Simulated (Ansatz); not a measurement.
The system is KP2Ru2.

```xyz
5
Lattice="-2.0115 2.0115 6.2468 2.0115 -2.0115 6.2468 2.0115 2.0115 -6.2468" Properties=species:S:1:pos:R:3 pbc="T T T"
Ru    2.0115    0.0000    3.1234
Ru    0.0000    2.0115    3.1234
K     0.0000    0.0000    0.0000
P     0.0000    0.0000    8.2617
P     0.0000    0.0000    4.2318
```

The cell is a database's computed one.

* Program: Ansatz 0.2.0
* Task: relaxation of cell and atoms
* Functional: PBE
* Potentials or basis: Ansatz PAW
* Cutoff: 420 eV (not typed: the program's choice for these potentials)
* k mesh: 9 × 9 × 9
* Occupations: fermi-dirac, width 0.05 eV
* Spin: no spin polarisation

At the start: volume 20.22 Å³/atom.

Q: How do energy, volume and symmetry change on relaxing?

A: It ends after 5 steps and the volume is 20.66 Å³/atom (+2.2 %); space group I4/mmm (No. 139, to 0.05 Å).

The path:
```
step  energy change (eV)  largest force (eV/Å)  volume (Å³)
   1              0.0000                0.3534       101.11
   2             -0.0153                0.0709       102.87
   3             -0.0161                0.0003       103.11
   4             -0.0162                0.0041       103.31
   5             -0.0166                0.0042       103.31
```

Final structure:
```xyz
5
Lattice="-2.0230 2.0230 6.3107 2.0230 -2.0230 6.3107 2.0230 2.0230 -6.3107" Properties=species:S:1:pos:R:3 pbc="T T T"
Ru    2.0230    0.0000    3.1553
Ru    0.0000    2.0230    3.1553
K     0.0000    0.0000    0.0000
P     0.0000    0.0000    8.3432
P     0.0000    0.0000    4.2781
```

Caveat: the plane-wave basis is chosen anew once the cell has moved, so the energies of steps on either side of that aren't comparable.
